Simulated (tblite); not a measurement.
# C7H14GeO: the cost of one run

The runs use tblite 0.8.0 and PySCF 2.14.0, with density-fitted response routines of our own; the level of theory stands in each step. All values are computed, except where a source is named. Atoms count from 0, in the outputs and in this text.

### Step 1. The starting structure

23 atoms, charge 0, multiplicity 1; geometry from: force field or distance geometry start.

Bonds of the start (Å): C0–C1 1.56, C1–O2 1.42, O2–Ge3 1.80, C1–C4 1.55, C4–C5 1.53, C5–C6 1.52, C6–C7 1.53, C7–C8 1.52, C7–C1 1.57, C8–C5 1.53, C0–H9 1.12, C0–H10 1.10, C0–H11 1.10, Ge3–H12 1.54, Ge3–H13 1.54, Ge3–H14 1.56, C4–H15 1.11, C4–H16 1.12, C5–H17 1.11, C6–H18 1.11, C6–H19 1.12, C7–H20 1.10, C8–H21 1.12, C8–H22 1.11.

### Step 2. Relaxing the molecule with GFN2-xTB

The job: settings as JSON, then the geometry in Å.

```
{"job": {"kind": "relax", "xc": "GFN2-xTB", "basis": "xTB"}, "charge": 0, "multiplicity": 1}
C      0.793700    -1.715800    -0.538800
C      0.217000    -0.265100    -0.498800
O      1.100300     0.632900    -1.153600
Ge     2.649100     0.892800    -0.275600
C     -1.190600    -0.178000    -1.144400
C     -1.995000     0.371700     0.039700
C     -1.516000    -0.536400     1.155500
C     -0.204000     0.221100     0.930300
C     -1.043500     1.439600     0.573600
H      0.004600    -2.485000    -0.356900
H      1.573400    -1.856600     0.223900
H      1.217700    -1.911100    -1.538800
H      3.824900     0.552900    -1.204300
H      2.757200     2.372000     0.152700
H      2.777800     0.019800     1.008000
H     -1.596300    -1.157200    -1.472800
H     -1.212700     0.540300    -2.002700
H     -3.074300     0.590300    -0.059000
H     -1.539100    -1.626800     0.953000
H     -1.982500    -0.302600     2.149300
H      0.509600     0.292900     1.769600
H     -1.449700     1.977000     1.469500
H     -0.626300     2.158400    -0.169400
```

Command:

```sh
OMP_NUM_THREADS=1 python probes_run.py task.json out
```

The driver reads the jobs from task.json and runs them one after another.

Q: Estimate the wall time and peak memory of this first job on 1 thread of Arm Neoverse V2, shared host.

About 1 s, with a peak of 0.18 GiB.
